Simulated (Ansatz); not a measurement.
# TiSi (rocksalt type): the cost of one run

Program: Ansatz 0.2.0. Level of theory: DFT, r2SCAN, PAW with Ansatz's default frozen-core files, scalar-relativistic. These are calculated values, not measurements.

**1. Starting point**

It takes space group Fm-3m (No. 225, cubic). Conventional cell: a = 5.108 Å, b = 5.108 Å, c = 5.108 Å, α = 90.00°, β = 90.00°, γ = 90.00°. Ti (site symmetry m-3m) has 6 Si at 2.55 Å as nearest neighbours. Si (site symmetry m-3m) is surrounded by 6 Ti at 2.55 Å.

Structure file:

```
CELL_PARAMETERS angstrom
0.00000 2.55392 2.55392
2.55392 0.00000 2.55392
2.55392 2.55392 0.00000
ATOMIC_POSITIONS crystal
Ti 0.00000 0.00000 0.00000
Si 0.50000 0.50000 0.50000
```

Atoms are numbered in the order of the input: Ti1, Si2.

**2. Cell relaxed at zero pressure, PAW**

Contents of input.yaml:

```yaml
crystal:
  lattice:
    - [0.0, 2.5539218996, 2.5539218996]
    - [2.5539218996, 0.0, 2.5539218996]
    - [2.5539218996, 2.5539218996, 0.0]
  atoms:
    - { symbol: Ti, position: [0.0, 0.0, 0.0] }
    - { symbol: Si, position: [0.5, 0.5, 0.5] }
kpoints:
  mp_grid: { grid: [13, 13, 13] }
scf:
  occupations: { method: fermi_dirac, width: 0.05 }
hamiltonian:
  xc: r2scan
  pseudopotentials: { kind: paw }
output:
  forces: true
  stress: true
relax:
  f_tol: 0.005
  max_steps: 40
  cell: {}
```

Run with:

```sh
> ansatz run input.yaml --threads 2 --pin off --max-ram 5120MiB --backend cpu --events-out ev --progress --plain --runs-dir out
```

**Question.** How long does this run take on 2 threads of Arm Neoverse V1, shared host, and how much memory does it need?

About 7.6 s, with a peak of 0.44 GiB.
